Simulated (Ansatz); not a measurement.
# CH3BBr radical: a rigid scan of the angle H4–C1–B2

Aim: the energy along the angle H4–C1–B2, from CCSD(T) and from cheaper methods, relative to the minimum. All other internal coordinates keep their values.

Program: Ansatz 0.2.0, Gaussian basis. Level of theory: single points in def2-TZVPP. These are calculated values, not measurements.

Levels: PBE-D4, r2SCAN-D4, PBE0-D4, B3LYP-D4, wB97M-V, Hartree-Fock, MP2, CCSD, CCSD(T). The scan takes 76.3, 83.8, 91.3, 98.8, 106.3, 113.8, 121.3, 128.8, 136.3°.

Cores are frozen in the correlated methods. Filled d shells of the heavier atoms are correlated. Orbitals are unrestricted. B3LYP uses VWN-RPA correlation.

## 1. Starting geometry

The minimum, relaxed at PBE0-D4: 6 atoms, charge 0, spin multiplicity 2.

Atoms are counted from 1 here; the program's logs count them from 0.

Bond lengths: C1–B2 1.542 Å, C1–H4 1.099 Å, C1–H5 1.094 Å, C1–H6 1.092 Å, B2–Br3 1.890 Å. Angles: B2–C1–H4 106.3°, B2–C1–H5 113.4°, B2–C1–H6 112.9°, H4–C1–H5 107.1°, H4–C1–H6 106.6°, H5–C1–H6 109.9°, C1–B2–Br3 126.3°.

As a file:

```xyz
6
CH3BBr
C    -0.32044    0.33732   -0.31103
B     0.15759   -1.05618    0.14423
Br    1.61676   -1.41935    1.28848
H    -1.02638    0.68773    0.45561
H     0.48496    1.07597   -0.36982
H    -0.87029    0.31041   -1.25356
```

Energies of the minimum (eV), from earlier single points: PBE-D4 -71795.04319, r2SCAN-D4 -71806.75249, PBE0-D4 -71797.85657, B3LYP-D4 -71809.33054, wB97M-V -71803.12270, CCSD(T) -71764.34003.

At the minimum the angle H4–C1–B2 is 106.3°.

## 2. H4–C1–B2 = 76.3°

ccsdt-tzvpp/in.yaml

```yaml
crystal:
  periodic: [false, false, false]
  atoms:
    - {symbol: C, position_ang: [-0.320444, 0.337316, -0.311032]}
    - {symbol: B, position_ang: [0.157592, -1.056183, 0.144233]}
    - {symbol: Br, position_ang: [1.616756, -1.419347, 1.288475]}
    - {symbol: H, position_ang: [-0.857361, 0.173871, 0.634419]}
    - {symbol: H, position_ang: [0.484959, 1.075969, -0.369824]}
    - {symbol: H, position_ang: [-0.870287, 0.310411, -1.253561]}
basis:
  gaussian: {orbitals: def2-TZVPP}
magnetization: {spin_polarized: true, initial_magnetization: 1}
correlation: {method: ccsd_t}
scf: {omitted_lower_state_checks: [cluster_reference]}
```

No record of the launch command was kept for these runs.

Further steps of the session: H4–C1–B2 = 83.8°; H4–C1–B2 = 91.3°; H4–C1–B2 = 98.8°; H4–C1–B2 = 106.3°; H4–C1–B2 = 113.8°; H4–C1–B2 = 121.3°; H4–C1–B2 = 128.8°; H4–C1–B2 = 136.3°.

**Question.** What will these runs give? Wanted: highest point, CCSD(T); lowest point, CCSD(T); minimum along the scan, CCSD(T); RMS deviation from CCSD(T); largest T1 diagnostic.

**Answer**, as computed:

| quantity | value |
| --- | --- |
| highest point, CCSD(T) | 13.3 kcal/mol at 136.3° |
| lowest point, CCSD(T) | 0.0 kcal/mol at 106.3° |
| minimum along the scan, CCSD(T) | 106.1° |
| curvature there | 1.26 meV/deg² |
| RMS deviation from CCSD(T) | PBE-D4 0.7, r2SCAN-D4 0.4, PBE0-D4 0.3, B3LYP-D4 0.3, wB97M-V 0.2, Hartree-Fock 1.2, MP2 0.1, CCSD 0.2 kcal/mol |
| largest T1 diagnostic | 0.012 |

In words: A polynomial through the near points puts the CCSD(T) minimum 0.2° below the PBE0-D4 value. Curvature against CCSD(T): PBE-D4 -8 %, Hartree-Fock +17 %. MP2 follows the CCSD(T) curve best and Hartree-Fock worst.
